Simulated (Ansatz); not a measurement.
# Re: a single-point run

Aim: a sound single-point run of Re.

This is Re in the fcc structure; at room conditions it is hcp.

Method: DFT, LDA, all-electron LAPW, scalar-relativistic; levels and slopes on a fine mesh, independent-particle optical spectra, in Ansatz 0.2.0.

## (1) The starting structure

It takes space group Fm-3m (No. 225, cubic). The conventional cell has a = 3.089 Å, b = 3.089 Å, c = 3.089 Å, α = 90.00°, β = 90.00°, γ = 90.00°. Around Re (site symmetry m-3m) lie 12 Re at 2.18 Å.

As a file:

```xyz
1
Lattice="0.0000 1.5444 1.5444 1.5444 0.0000 1.5444 1.5444 1.5444 0.0000" Properties=species:S:1:pos:R:3 pbc="T T T"
Re    0.0000    0.0000    0.0000
```

## (2) The calculation

File input.yaml:

```yaml
crystal:
  lattice:
    - [0.0, 1.54438388, 1.54438388]
    - [1.54438388, 0.0, 1.54438388]
    - [1.54438388, 1.54438388, 0.0]
  atoms:
    - { symbol: Re, position: [0.0, 0.0, 0.0] }
kpoints:
  mp_grid: { grid: [18, 18, 18] }
scf:
  occupations: { method: fermi_dirac, width: 0.08 }
  max_iter: 60
hamiltonian:
  xc: lda
  pseudopotentials: { kind: all_electron, lapw: { basis_error: 0.001 } }
output:
  forces: true
  stress: true
  eigenvalues: true
  eigenstates:
    nscf_kmesh: { grid: [24, 24, 24] }
    de_dk: true
    e_range: [-14, 14]
  optics:
    e_range: [0, 30]
    de: 0.2
    sigma: 0.2
    bands: { spectra_wanted_up_to: 30 }
    nscf_kmesh: { grid: [24, 24, 24] }
    drude_damping: 0.1
checkpoint:
  write: ck
  write_wavefunctions: false
```

Command:

```sh
$ ansatz run input.yaml --threads 1 --pin off --max-ram 3072MiB --backend cpu --events-out ev --progress --plain --runs-dir out
```

**Question.** How will this run end, and is anything wrong with its input?

The run converged and reported no error, with warnings (optics on partly filled bands). It gives a pressure of 1058 GPa, which is large; a structure far from rest gives such values too, whatever the setting.

All distances are much too short, so cores begin to overlap. The shortest distance in the input is 2.18 Å.

The cure: use the intended lattice or bond lengths.
